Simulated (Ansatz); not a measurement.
# Ga2S: the cost of one run

Method: DFT PBE, scalar-relativistic, plane waves, PAW, unless a step names another level, in Ansatz 0.2.0.

8 further runs of the same task are left out: 8 set aside as unsound or not needed. Runs told in other sessions of the task aren't counted.

**1. Plan**

Pauling electronegativities: Ga 1.81, S 2.58 (spread 0.77). The formula balances with common oxidation states: Ga +1, S -2, a formal count that means little at so small a spread. Tabulated atomic sizes suggest about 19 Å³/atom. 24 candidates were drawn, by swapping species into database cells of other compounds, at random by space group and Wyckoff sites, or by hand, as the table says:

```csv
name,made from,space group no.,Wyckoff sites,atoms (primitive cell),V (Å³/atom)
c01,database cell of BaF2,225,Ga 8c; S 4a,3,20.0
c02,random,99,Ga 2c; S 1a,3,24.9
c03,database cell of GeI2,187,Ga 2h; S 1a,3,18.1
c04,random,13,Ga 4g; S 2f,6,24.4
c05,random,71,Ga 4e; S 2d,3,25.0
c06,database cell of PrSi2,141,Ga 8e; S 4a,6,19.8
c07,database cell of Te2Au,12,Ga 4i; S 2a,3,18.0
c08,random,47,Ga 2s; S 1b,3,21.6
c09,random,194,"Ga 2b, 2a; S 2d",6,24.6
c10,random,194,"Ga 2d, 2b; S 2a",6,21.0
c11,random,191,Ga 2e; S 1b,3,22.0
c12,random,123,"Ga 1b, 1c; S 1d",3,23.6
c13,random,65,Ga 4i; S 2a,3,21.1
c14,random,12,Ga 8j; S 4i,6,22.8
c15,database cell of Sr2Mg,139,Ga 4e; S 2a,3,27.0
c16,database cell of Ag2Se,64,Ga 8f; S 4a,6,18.2
c17,database cell of HfV2,74,"Ga 4a, 4c; S 4e",6,20.9
c18,database cell of TiB2,191,Ga 2d; S 1a,3,17.4
c19,random,187,Ga 2g; S 1f,3,22.1
c20,database cell of Ta2H,21,Ga 4k; S 2a,3,19.0
c21,database cell of RhPb2,140,Ga 8h; S 4a,6,17.9
c22,database cell of Cu2Se,216,"Ga 4c, 4b; S 4a",3,18.7
c23,random,160,"Ga 3a, 3a; S 3a",3,19.4
c24,random,216,"Ga 4a, 4d; S 4c",3,24.0
```

**2. Screening run of c04**

input.yaml

```yaml
crystal:
  lattice:
    - [5.61914343, 0.0, 0.0]
    - [0.0, 4.09123265, 0.0]
    - [-3.52956407, 0.0, 6.36141608]
  atoms:
    - { symbol: Ga, position: [0.70833327, 0.76450692, 0.58199159] }
    - { symbol: Ga, position: [0.29166673, 0.76450692, 0.91800841] }
    - { symbol: Ga, position: [0.29166673, 0.23549308, 0.41800841] }
    - { symbol: Ga, position: [0.70833327, 0.23549308, 0.08199159] }
    - { symbol: S, position: [0.5, 0.28828991, 0.25] }
    - { symbol: S, position: [0.5, 0.71171009, 0.75] }
basis:
  ecutwfc: 420
kpoints:
  mp_grid: { grid: [3, 3, 2] }
hamiltonian:
  xc: pbe
scf:
  occupations: { method: gaussian, width: 0.15 }
  lower_state_search: "off"
output:
  forces: true
  stress: true
  eigenvalues: true
relax:
  adjacent_minimum: "off"
  f_tol: 0.08
  max_steps: 16
  cell: { stress_tol: 0.8 }
```

Run with:

```
$ ansatz run input.yaml --threads 1 --pin off --max-ram 2560MiB --backend cpu --events-out ev --progress --plain --runs-dir out
```

**Question.** How long does this run take on 1 thread of Intel Xeon 6975P-C (Granite Rapids), shared host, and how much memory does it need?

About 25 s, with a peak of 0.46 GiB.
